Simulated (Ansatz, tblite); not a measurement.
**[WO4]2-: rung by rung**

Aim: run the singlet of [WO4]2- at one geometry on many levels, and compare frontier levels, spin and run time.

Computed with Ansatz 0.2.0, Gaussian basis. Level: as each input shows.

Plan: GFN1-xTB, GFN2-xTB, PBE-D4/def2-TZVPD, r2SCAN-D4/def2-TZVPD, revPBE-D4/def2-TZVPD, B2PLYP/def2-TZVPD, r2SCAN0-D4/def2-TZVPD, BHLYP-D4/def2-TZVPD, r2SCANh-D4/def2-TZVPD, ωB97X-V/def2-TZVPD, CAM-B3LYP-D4/def2-TZVPD, PBE-D4/def2-SVPD, PBE0-D4/def2-SVPD, CCSD(T)/def2-TZVPD, RPA/def2-TZVPD.

## (1) The geometry

The singlet was relaxed beforehand with PBE-D4/def2-SVPD.

5 atoms, charge -2, spin multiplicity 1.

Bond lengths: W1–O2 1.818 Å, W1–O3 1.818 Å, W1–O4 1.818 Å, W1–O5 1.818 Å. Angles: O2–W1–O3 109.5°, O2–W1–O4 109.5°, O2–W1–O5 109.4°, O3–W1–O4 109.5°, O3–W1–O5 109.4°, O4–W1–O5 109.5°.

As a file:

```xyz
5

W     0.0000    0.0005   -0.0001
O     0.0110   -0.0191    1.8176
O     1.7101    0.0104   -0.6163
O    -0.8650    1.4883   -0.5854
O    -0.8562   -1.4801   -0.6158
```

Formally the metal is d0. W takes a core potential in the def2 sets. No spin-orbit coupling is included. The ion is computed in the gas phase, without counter-ions or solvent.

PBE0-D4/def2-TZVPD was run before; its log isn't repeated, and its numbers join the tables.

## (2) GFN1-xTB

Tight binding, by tblite at 300 K electronic temperature and without a spin-polarisation term:

```python
tblite.interface.Calculator('GFN1-xTB', numbers, positions, charge=-2, uhf=0).singlepoint()
```

Energy -587.3830 eV, HOMO -0.45 eV, LUMO 5.54 eV; 0.003 s.

## (3) GFN2-xTB

Tight binding, by tblite at 300 K electronic temperature and without a spin-polarisation term:

```python
tblite.interface.Calculator('GFN2-xTB', numbers, positions, charge=-2, uhf=0).singlepoint()
```

Energy -518.5562 eV, HOMO 0.35 eV, LUMO 5.39 eV; 0.003 s.

## (4) PBE-D4/def2-TZVPD

start.molden holds the orbitals of an earlier run on this state, given as this run's starting guess.

in.yaml reads:

```yaml
crystal:
  periodic: [false, false, false]
  atoms:
    - {symbol: W, position_ang: [0.000034, 0.000466, -0.000094]}
    - {symbol: O, position_ang: [0.010970, -0.019125, 1.817609]}
    - {symbol: O, position_ang: [1.710149, 0.010401, -0.616336]}
    - {symbol: O, position_ang: [-0.864990, 1.488323, -0.585351]}
    - {symbol: O, position_ang: [-0.856163, -1.480065, -0.615837]}
basis:
  gaussian: {orbitals: def2-TZVPD, initial_orbitals: start.molden}
total_charge: -2
hamiltonian: {xc: pbe, dispersion: d4}
scf: {omitted_lower_state_checks: [starts]}
output: {orbitals: {seedname: orbitals}}
```

Command:

```bash
$ ansatz run in.yaml --threads 4 --pin off --events-out ev --progress --plain --max-ram 3916MiB
```

The runs that follow: r2SCAN-D4/def2-TZVPD; revPBE-D4/def2-TZVPD; B2PLYP/def2-TZVPD; r2SCAN0-D4/def2-TZVPD; BHLYP-D4/def2-TZVPD; r2SCANh-D4/def2-TZVPD; ωB97X-V/def2-TZVPD; CAM-B3LYP-D4/def2-TZVPD; PBE-D4/def2-SVPD; PBE0-D4/def2-SVPD; CCSD(T)/def2-TZVPD; RPA/def2-TZVPD.

Q: Predict the results of all the runs planned. Wanted: gap in def2-TZVPD, named functionals, smallest and largest; correlation energy, CCSD(T)/def2-TZVPD; PBE0 total energy, smallest basis above largest.

**Answer**, as computed:

| quantity | value |
| --- | --- |
| gap in def2-TZVPD, named functionals, smallest and largest | 3.03 eV (revPBE-D4), 8.23 eV (ωB97X-V) |
| correlation energy, CCSD(T)/def2-TZVPD | -39.57 eV |
| PBE0 total energy, smallest basis above largest | 9.85 eV (def2-SVPD, def2-TZVPD) |

Over the named functionals in def2-TZVPD the gap runs from 3.03 eV (revPBE-D4) to 8.23 eV (ωB97X-V); exact exchange widens it. PBE-D4, revPBE-D4, r2SCAN-D4, r2SCANh-D4, PBE0-D4, r2SCAN0-D4, BHLYP-D4, CAM-B3LYP-D4 put the HOMO above zero; others here keep it below zero, so the sign hangs on the functional's self-interaction and doesn't show that the species is unbound.
